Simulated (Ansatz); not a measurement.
**C4H6AlFO2: small, medium and large basis sets**

An exercise on one series of results from a longer session: the logs are not shown, and one member is left open.

Program: Ansatz 0.2.0, Gaussian basis. Level of theory: one geometry, several basis sets. These are calculated values, not measurements.

The runs, in order: PBE0-D4/def2-SVP; ωB97M-V/def2-SVP; PBE0-D4/def2-QZVPP; ωB97M-V/def2-QZVPP; the functionals' def2-TZVPP values are taken from earlier runs.

## Structure used throughout

The geometry comes from an earlier relaxation with PBE0-D4 in a triple-zeta def2 set; it is a stationary point, not always the lowest conformer.

SMILES `[CH3][Al-]1([F])[O]C=CC=[O+]1`, 14 atoms, charge 0, spin multiplicity 1.

Atoms are counted from 1 here; the program's logs count them from 0.

Bond lengths: C1–Al2 1.935 Å, C1–H9 1.094 Å, C1–H10 1.094 Å, C1–H11 1.094 Å, Al2–F3 1.661 Å, Al2–O4 1.836 Å, Al2–O8 1.836 Å, O4–C5 1.266 Å, C5–C6 1.389 Å, C5–H12 1.094 Å, C6–C7 1.389 Å, C6–H13 1.080 Å, C7–O8 1.266 Å, C7–H14 1.094 Å. Angles: Al2–C1–H9 111.4°, Al2–C1–H10 112.1°, Al2–C1–H11 111.4°, H9–C1–H10 107.3°, H9–C1–H11 106.9°, H10–C1–H11 107.4°, C1–Al2–F3 120.4°, C1–Al2–O4 113.0°, C1–Al2–O8 113.0°, F3–Al2–O4 106.1°, F3–Al2–O8 106.1°, O4–Al2–O8 95.1°, Al2–O4–C5 125.5°, O4–C5–C6 125.7°, O4–C5–H12 115.7°, C6–C5–H12 118.6°, C5–C6–C7 121.5°, C5–C6–H13 119.2° and more.

Set-up of the first run:

in.yaml

```yaml
crystal:
  periodic: [false, false, false]
  atoms:
    - {symbol: C, position_ang: [0.455817, -2.427437, -0.604423]}
    - {symbol: Al, position_ang: [0.681214, -0.792260, 0.405943]}
    - {symbol: F, position_ang: [1.765635, -0.723527, 1.662024]}
    - {symbol: O, position_ang: [1.038111, 0.664188, -0.653905]}
    - {symbol: C, position_ang: [0.407683, 1.761972, -0.632937]}
    - {symbol: C, position_ang: [-0.738108, 2.024982, 0.107649]}
    - {symbol: C, position_ang: [-1.327441, 1.050517, 0.903634]}
    - {symbol: O, position_ang: [-0.900710, -0.130785, 1.063126]}
    - {symbol: H, position_ang: [0.120348, -3.248905, 0.035556]}
    - {symbol: H, position_ang: [-0.279808, -2.317909, -1.406696]}
    - {symbol: H, position_ang: [1.395793, -2.745635, -1.064847]}
    - {symbol: H, position_ang: [0.812015, 2.554124, -1.270814]}
    - {symbol: H, position_ang: [-1.194885, 3.002093, 0.044255]}
    - {symbol: H, position_ang: [-2.248462, 1.299281, 1.440034]}
basis:
  gaussian: {orbitals: def2-SVP}
hamiltonian: {xc: pbe0, dispersion: d4}
output: {orbitals: {seedname: orbitals}}
```

On the command line:

```console
> ansatz run in.yaml --threads 4 --pin off --events-out ev --progress --plain --max-ram 11315MiB
```

Steps of the session up to this table: PBE0-D4 in def2-SVP; ωB97M-V in def2-SVP; PBE0-D4 in def2-QZVPP; ωB97M-V in def2-QZVPP.

One table of the session follows, with a row left open; its other results are not shown here.

It belongs to the step «Density functionals: the series». 

```
functional       basis  HOMO (eV)  LUMO (eV)
   PBE0-D4    def2-SVP      -7.84      -2.47
   PBE0-D4  def2-TZVPP      -7.86      -2.55
   PBE0-D4  def2-QZVPP          ?          ?
   ωB97M-V    def2-SVP      -9.97      -0.28
   ωB97M-V  def2-TZVPP     -10.01      -0.41
   ωB97M-V  def2-QZVPP     -10.03      -0.46
```

Estimate the missing values for PBE0-D4, def2-QZVPP.

**Answer.** HOMO (eV): -7.88; LUMO (eV): -2.59. In the column «HOMO (eV)» it lies between ωB97M-V, def2-SVP (-9.97) and PBE0-D4, def2-TZVPP (-7.86).
